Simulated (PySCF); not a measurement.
# C5H5F2O2P: magnetic properties

Wanted: magnetic properties for C5H5F2O2P (`COC1=CC(F)=C(F)[P@@H]1=O`).

Computed with PySCF 2.14.0 and routines of our own; the level stands in each step. Atoms count from 0.

## 1. The starting structure

15 atoms, charge 0, multiplicity 1; geometry from: GFN2-xTB.

## 2. Magnetic properties: GIAO PBE/pcSseg-1

The job: settings as JSON, then the geometry in Å.

```
{"job": {"kind": "mag", "xc": "PBE", "basis": "pcSseg-1", "isotopologues": 0}, "charge": 0, "multiplicity": 1}
C      2.153769    -0.721775    -0.996281
O      1.707614    -0.505687     0.326725
C      0.428875    -0.156876     0.439390
C     -0.235021     0.012110     1.600767
C     -1.606533     0.442817     1.447587
F     -2.348539     0.617403     2.540794
C     -2.042290     0.609607     0.186127
F     -3.260818     1.011755    -0.186112
P     -0.676176     0.285057    -0.969000
O     -0.887650    -0.647868    -2.070180
H      3.229034    -0.879686    -0.938761
H      1.669462    -1.598823    -1.433926
H      1.939070     0.150903    -1.625567
H      0.175583    -0.171014     2.578399
H     -0.250794     1.560069    -1.346358
```

With the program's defaults for keys left out, this is: GIAO PBE/pcSseg-1 magnetisability, rotational g tensor and spin-rotation constants, non-relativistic, gas phase.

Started as:

```bash
> OMP_NUM_THREADS=1 python excited_run.py task.json out
```

One launch serves the whole session: the jobs run in the order shown.

Output:

```text
coarse grid: 14504 points
cycle   1  E = -883.7531418079  dE =  1.934e+00  |g| = 1.235e+00  |ddm| = 3.975e+00
cycle   2  E = -880.2190945256  dE =  3.534e+00  |g| = 3.785e+00  |ddm| = 6.015e+00
cycle   3  E = -883.9188880866  dE = -3.700e+00  |g| = 6.767e-01  |ddm| = 5.632e+00
cycle   4  E = -884.0067678041  dE = -8.788e-02  |g| = 3.566e-01  |ddm| = 1.219e+00
cycle   5  E = -884.0250623878  dE = -1.829e-02  |g| = 1.727e-01  |ddm| = 3.813e-01
cycle   6  E = -884.0310583690  dE = -5.996e-03  |g| = 6.584e-02  |ddm| = 1.981e-01
cycle   7  E = -884.0319521502  dE = -8.938e-04  |g| = 3.197e-02  |ddm| = 8.134e-02
cycle   8  E = -884.0321673784  dE = -2.152e-04  |g| = 1.194e-02  |ddm| = 3.629e-02
cycle   9  E = -884.0321904434  dE = -2.307e-05  |g| = 6.399e-03  |ddm| = 1.491e-02
cycle  10  E = -884.0321979859  dE = -7.543e-06  |g| = 3.493e-03  |ddm| = 9.972e-03
cycle  11  E = -884.0322007585  dE = -2.773e-06  |g| = 7.504e-04  |ddm| = 3.701e-03
final grid: 140456 points
cycle  12  E = -884.1582179815  dE = -1.192e-06  |g| = 2.345e-02  |ddm| = 4.181e-02
cycle  13  E = -884.1576116438  dE =  6.063e-04  |g| = 6.015e-02  |ddm| = 6.939e-02
cycle  14  E = -884.1583020749  dE = -6.904e-04  |g| = 8.768e-03  |ddm| = 5.906e-02
cycle  15  E = -884.1583213964  dE = -1.932e-05  |g| = 2.021e-03  |ddm| = 1.014e-02
cycle  16  E = -884.1583222047  dE = -8.082e-07  |g| = 8.683e-04  |ddm| = 2.791e-03
cycle  17  E = -884.1583223631  dE = -1.584e-07  |g| = 3.334e-04  |ddm| = 1.047e-03
cycle  18  E = -884.1583223868  dE = -2.372e-08  |g| = 3.674e-05  |ddm| = 4.152e-04
cycle  19  E = -884.1583223871  dE = -2.874e-10  |g| = 1.386e-05  |ddm| = 4.871e-05
converged SCF energy = -884.1583223871

Magnetisability tensor (1e-30 J/T^2)
    -1128.35      -34.44       10.37
      -34.44    -1237.35      -93.49
       10.37      -93.49    -1150.09
isotropic -1171.93   principal values   -1300.16  -1139.89  -1075.74
isotropic susceptibility -70.575 1e-6 cm^3/mol

Inertial axes            a          b          c
rot. const./GHz      1.8817     0.9146     0.6367
chi total           -69.531    -67.897    -74.298
chi diamagnetic    -704.549  -1342.129  -1859.242
chi paramagnetic    635.018   1274.231   1784.945
quadrupole/D A        6.763     -7.864      1.101
g nuclear            0.5193     0.5301     0.5221
g electronic        -0.5614    -0.5475    -0.5339
g total             -0.0420    -0.0174    -0.0118

Spin-rotation constants (kHz, H = +C I.J)
atom  isotope        aa         bb         cc
  5    19F        2.985      1.264      0.176
  7    19F        2.343      0.841     -0.011
  8    31P        3.001      1.285      0.994
 10     1H        0.049     -0.069     -0.068
 11     1H       -0.165     -0.069      0.010
 12     1H       -0.142     -0.050     -0.017
 13     1H       -0.203      0.091     -0.082
 14     1H       -0.146     -0.062      0.035
  0    13C*       0.388      0.180      0.155
  1    17O*      -0.386     -0.180     -0.048
  2    13C*       0.758      0.406      0.146
  3    13C*       0.611      0.322      0.107
  4    13C*       0.882      0.318      0.167
  6    13C*       0.795      0.304      0.160
  9    17O*      -0.155     -0.164     -0.057
* in the singly substituted isotopologue
```

It took 63 s on 1 thread of Arm Neoverse V1, shared host; peak memory 0.76 GiB.

Key values:

```csv
quantity,value
magnetisability,-1172·10⁻³⁰ J/T²
molar susceptibility,-70.6·10⁻⁶ cm³/mol
"rotational g (a, b, c)","-0.0420, -0.0174, -0.0118"
```

## 3. Magnetic properties: GIAO HF/STO-3G

Settings changed since step 2:

```diff
@@ -1,2 +1,2 @@
-{"job": {"kind": "mag", "xc": "PBE", "basis": "pcSseg-1", "isotopologues": 0}, "charge": 0, "multiplicity": 1}
+{"job": {"kind": "mag", "xc": "HF", "basis": "STO-3G", "scf": {"conv": 0.01, "max_cycle": 52}}, "charge": 0, "multiplicity": 1}
 C      2.153769    -0.721775    -0.996281
```

Level: GIAO HF/STO-3G magnetisability, rotational g tensor and spin-rotation constants, non-relativistic, gas phase.

Output:

```text
final grid: 140456 points
cycle   1  E = -870.0765810368  dE =  3.136e+00  |g| = 9.213e-01  |ddm| = 5.462e+00
cycle   2  E = -870.2705857362  dE = -1.940e-01  |g| = 6.802e-01  |ddm| = 2.375e+00
cycle   3  E = -870.4112667220  dE = -1.407e-01  |g| = 1.027e-01  |ddm| = 1.107e+00
cycle   4  E = -870.4163527985  dE = -5.086e-03  |g| = 3.528e-02  |ddm| = 2.150e-01
converged SCF energy = -870.4163527985

Magnetisability tensor (1e-30 J/T^2)
    -1232.98      -67.05       16.61
      -67.05    -1444.86      -19.09
       16.61      -19.09    -1309.58
isotropic -1329.14   principal values   -1465.51  -1312.89  -1209.02
isotropic susceptibility -80.043 1e-6 cm^3/mol

Inertial axes            a          b          c
rot. const./GHz      1.8817     0.9146     0.6367
chi total           -75.175    -76.948    -88.005
chi diamagnetic    -695.487  -1334.324  -1854.299
chi paramagnetic    620.312   1257.376   1766.294
quadrupole/D A        3.719     -8.772      5.053
g nuclear            0.5193     0.5301     0.5221
g electronic        -0.5484    -0.5403    -0.5283
g total             -0.0290    -0.0102    -0.0062

Spin-rotation constants (kHz, H = +C I.J)
atom  isotope        aa         bb         cc
  5    19F        1.664      0.605     -0.305
  7    19F        1.415      0.485     -0.328
  8    31P        1.232      0.452      0.471
 10     1H       -0.005     -0.076     -0.069
 11     1H       -0.193     -0.081     -0.006
 12     1H       -0.182     -0.064     -0.031
 13     1H       -0.207      0.071     -0.073
 14     1H       -0.195     -0.089      0.015
  0    13C*       0.149      0.079      0.075
  1    17O*      -0.158     -0.060      0.012
  2    13C*       0.566      0.286      0.064
  3    13C*       0.418      0.233      0.026
  4    13C*       0.652      0.189      0.064
  6    13C*       0.609      0.171      0.059
  9    17O*       0.148     -0.039     -0.022
* in the singly substituted isotopologue
```

Run time: 4.8 s. Hardware: 1 thread of Arm Neoverse V1, shared host; peak memory 0.51 GiB.

It converged, yet the result is unsound: the SCF threshold of 0.01 Eh is far too loose; the basis STO-3G is minimal.

## 4. What came out

| quantity | value |
| --- | --- |
| magnetisability (step 2, GIAO PBE/pcSseg-1) | -1172·10⁻³⁰ J/T² |
| molar susceptibility (step 2, GIAO PBE/pcSseg-1) | -70.6·10⁻⁶ cm³/mol |
| rotational g (a, b, c) (step 2, GIAO PBE/pcSseg-1) | -0.0420, -0.0174, -0.0118 |
| runs | 0 failed, 1 ended on unsound input |

What this shows: The values above hold for this geometry and these levels alone. Vibrational averaging and real surroundings are missing from these values.
